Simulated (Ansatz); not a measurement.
# C₄H₁₂Br₂N₂Si: small, medium and large basis sets

One table from this session's results is given with a row withheld; the runs are named, their logs left out.

Program: Ansatz 0.2.0, Gaussian basis. Level of theory: one geometry, several basis sets. These are calculated values, not measurements.

Levels to be run: PBE0-D4/def2-SVP; ωB97M-V/def2-SVP; PBE0-D4/def2-QZVPP; ωB97M-V/def2-QZVPP; the functionals' def2-TZVPP values are taken from earlier runs.

### The geometry

All runs share one geometry, relaxed beforehand with PBE0-D4 in a triple-zeta def2 set.

SMILES `CN(C)[Si](Br)(Br)N(C)C`, 21 atoms, charge 0, spin multiplicity 1.

Atoms are counted from 1 here; the program's logs count them from 0.

Bond lengths: C1–N2 1.450 Å, C1–H10 1.098 Å, C1–H11 1.096 Å, C1–H12 1.091 Å, N2–C3 1.445 Å, N2–Si4 1.696 Å, C3–H13 1.098 Å, C3–H14 1.089 Å, C3–H15 1.096 Å, Si4–Br5 2.233 Å, Si4–Br6 2.233 Å, Si4–N7 1.696 Å, N7–C8 1.445 Å, N7–C9 1.450 Å, C8–H16 1.096 Å, C8–H17 1.089 Å, C8–H18 1.098 Å, C9–H19 1.096 Å and more. Angles: N2–C1–H10 111.6°, N2–C1–H11 110.1°, N2–C1–H12 110.6°, H10–C1–H11 107.9°, H10–C1–H12 108.2°, H11–C1–H12 108.2°, C1–N2–C3 112.8°, C1–N2–Si4 118.5°, C3–N2–Si4 124.9°, N2–C3–H13 111.7°, N2–C3–H14 110.8°, N2–C3–H15 109.9°, H13–C3–H14 108.4°, H13–C3–H15 107.8°, H14–C3–H15 108.1°, N2–Si4–Br5 112.9°, N2–Si4–Br6 107.8°, N2–Si4–N7 109.5° and more.

The first run:

Input file in.yaml:

```yaml
crystal:
  periodic: [false, false, false]
  atoms:
    - {symbol: C, position_ang: [-1.764779, -1.013001, 0.153308]}
    - {symbol: N, position_ang: [-1.267866, 0.306913, 0.488588]}
    - {symbol: C, position_ang: [-2.306712, 1.192695, 0.961027]}
    - {symbol: Si, position_ang: [0.386685, 0.488859, 0.815952]}
    - {symbol: Br, position_ang: [0.991382, -0.416318, 2.765839]}
    - {symbol: Br, position_ang: [0.810986, 2.673837, 0.999223]}
    - {symbol: N, position_ang: [1.292938, -0.259145, -0.407463]}
    - {symbol: C, position_ang: [2.633254, -0.774055, -0.248454]}
    - {symbol: C, position_ang: [0.965290, 0.037612, -1.788106]}
    - {symbol: H, position_ang: [-2.237169, -1.499379, 1.016920]}
    - {symbol: H, position_ang: [-2.512437, -0.942874, -0.645338]}
    - {symbol: H, position_ang: [-0.952214, -1.651565, -0.194962]}
    - {symbol: H, position_ang: [-2.785660, 0.807837, 1.871291]}
    - {symbol: H, position_ang: [-1.904360, 2.181289, 1.176435]}
    - {symbol: H, position_ang: [-3.082386, 1.301053, 0.194224]}
    - {symbol: H, position_ang: [2.752847, -1.691791, -0.835726]}
    - {symbol: H, position_ang: [2.835610, -1.011830, 0.794664]}
    - {symbol: H, position_ang: [3.388222, -0.054456, -0.592379]}
    - {symbol: H, position_ang: [1.031477, -0.872497, -2.395624]}
    - {symbol: H, position_ang: [-0.050496, 0.426811, -1.866097]}
    - {symbol: H, position_ang: [1.650986, 0.780606, -2.216226]}
basis:
  gaussian: {orbitals: def2-SVP}
hamiltonian: {xc: pbe0, dispersion: d4}
output: {orbitals: {seedname: orbitals}}
```

Steps of the session up to this table: PBE0-D4 in def2-SVP; ωB97M-V in def2-SVP; PBE0-D4 in def2-QZVPP; ωB97M-V in def2-QZVPP.

One table of the session follows, with a row left open; its other results are not shown here.

It belongs to the step «Density functionals: the series». 

| functional | basis | HOMO (eV) | LUMO (eV) |
| --- | --- | --- | --- |
| PBE0-D4 | def2-SVP | -6.77 | 0.63 |
| PBE0-D4 | def2-TZVPP | -6.86 | 0.31 |
| PBE0-D4 | def2-QZVPP | -6.88 | 0.18 |
| ωB97M-V | def2-SVP | ? | ? |
| ωB97M-V | def2-TZVPP | -9.15 | 2.21 |
| ωB97M-V | def2-QZVPP | -9.17 | 1.51 |

Estimate the missing values for ωB97M-V, def2-SVP.

As computed: HOMO (eV): -9.06; LUMO (eV): 2.68. In the column «HOMO (eV)» it lies between ωB97M-V, def2-TZVPP (-9.15) and PBE0-D4, def2-QZVPP (-6.88).
